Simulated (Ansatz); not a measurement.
I need a small convex hull of the Zr-Cu system. Use Ansatz 0.2.0, Python API. Use (first run): r2SCAN, PAW, cutoff 653 eV, 5×5×5 k-points, Fermi-Dirac smearing of 0.1 eV, D3BJ dispersion.

`hull_zrcu.py`:
```python
# -*- coding: utf-8 -*-
'''Stability of Zr-Cu compounds against each other, after relaxing atoms and volume at fixed cell shape.'''

from collections import Counter
import csv

import ansatz
from ase import Atoms
from pymatgen.analysis.phase_diagram import PDEntry, PhaseDiagram
from pymatgen.core import Composition

VDW = 'd3bj'
K_SPACING = 0.39
OCCUPATIONS = 'fermi_dirac'
WIDTH_EV = 0.1


def compute(name, crystal):
    calc = (
        crystal.calculation()
        .functional(ansatz.Functional.R2SCAN, dispersion=VDW)
        .basis(24 * ansatz.Ha)
        .accuracy('low')
        .kpoints(spacing=K_SPACING)
        .occupations(OCCUPATIONS, width=WIDTH_EV)
    )
    calc = calc.relax(force_tolerance=0.02, max_steps=60, fix_cell=['shape'])
    return calc.run(threads=1, backend='cpu')


def counts(outcome):
    return Counter(site.symbol for site in outcome.lattice.sites)


def main():
    phases = {}
    zrcu_pm_3m = (
        ansatz.Lattice.cubic(3.252664)
        .space_group(221)
        .atom('Zr', (0.5, 0.5, 0.5))
        .atom('Cu', (0.0, 0.0, 0.0))
    )
    phases['ZrCu Pm-3m'] = zrcu_pm_3m
    atoms = Atoms(
        ['Zr', 'Zr', 'Zr', 'Cu'],
        scaled_positions=[
            (0.5, 0.5, 0.0),
            (0.5, 0.0, 0.5),
            (0.0, 0.5, 0.5),
            (0.0, 0.0, 0.0),
        ],
        cell=[
            (4.311517, 0.0, 0.0),
            (0.0, 4.311517, 0.0),
            (0.0, 0.0, 4.311517),
        ],
        pbc=True,
    )
    zr3cu_pm_3m = ansatz.Crystal.from_ase(atoms)
    phases['Zr3Cu Pm-3m'] = zr3cu_pm_3m
    zr = (
        ansatz.Lattice.of((3.232, 0.0, 0.0), (-1.616, 2.798994, 0.0), (0.0, 0.0, 5.147))
        .atom('Zr', (1 / 3, 2 / 3, 0.25))
        .atom('Zr', (2 / 3, 1 / 3, 0.75))
    )
    phases['Zr'] = zr
    cu = (
        ansatz.Lattice.from_parameters(2.556191, 2.556191, 2.556191, alpha=60.0, beta=60.0, gamma=60.0)
        .atom('Cu', (0.0, 0.0, 0.0))
    )
    phases['Cu'] = cu

    done = {name: compute(name, crystal) for name, crystal in phases.items()}

    entries = [PDEntry(Composition(dict(counts(o))), o.report['energy_sigma0_ev'], name=name) for name, o in done.items()]
    diagram = PhaseDiagram(entries)
    rows = [(e.name, e.composition.get_atomic_fraction('Cu'), diagram.get_form_energy_per_atom(e), diagram.get_e_above_hull(e)) for e in entries]
    rows.sort(key=lambda row: row[1])
    with open('hull.csv', 'w', newline='') as handle:
        writer = csv.writer(handle)
        writer.writerow(['phase', 'x(Cu)', 'E_form (eV/atom)', 'above hull (eV/atom)'])
        writer.writerows([round(v, 4) if isinstance(v, float) else v for v in row] for row in rows)
    print(open('hull.csv').read())
    print('on the hull of these phases:', ', '.join(row[0] for row in rows if row[3] < 1e-6))


if __name__ == '__main__':
    main()
```

Running `python hull_zrcu.py` prints:
```text
DeckWarning: the engine holds no damping parameters fitted to this dispersion correction and functional, so the run takes those fitted to r2scan beside the three-body term, which d3bj leaves out (hamiltonian.dispersion, under Limitations)
phase,x(Cu),E_form (eV/atom),above hull (eV/atom)
Zr,0.0,0.0,0.0
Zr3Cu Pm-3m,0.25,0.0705,0.1286
ZrCu Pm-3m,0.5,-0.1161,0.0
Cu,1.0,0.0,0.0

on the hull of these phases: Zr, ZrCu Pm-3m, Cu
```
(Warnings from the package without file and line.)

Reading the output:
- These settings explore the input space; cutoff and mesh may be short of convergence.
- The dispersion term runs with damping parameters of another functional.
- Dispersion corrections can be off by several per cent in the lattices of metals, and by several GPa in the pressure at a fixed cell.
- For the metals among these phases the mesh is modest: differences between phases can be off by up to 40 meV an atom.
- Atoms and volume are relaxed with the cell's shape held, which in cells of lower than cubic symmetry can hide stresses and shift volumes.
- The cells come from databases of deposited and of computed structures, and not all need be stable phases.
- Differences under about 40 meV an atom lie within the error of mesh and functional, so such verdicts may flip; only the cells listed enter the hull.
- Wall time of the script: 60 s on 1 thread of Arm Neoverse V1, with other jobs on the host, peak memory 0.66 GiB.
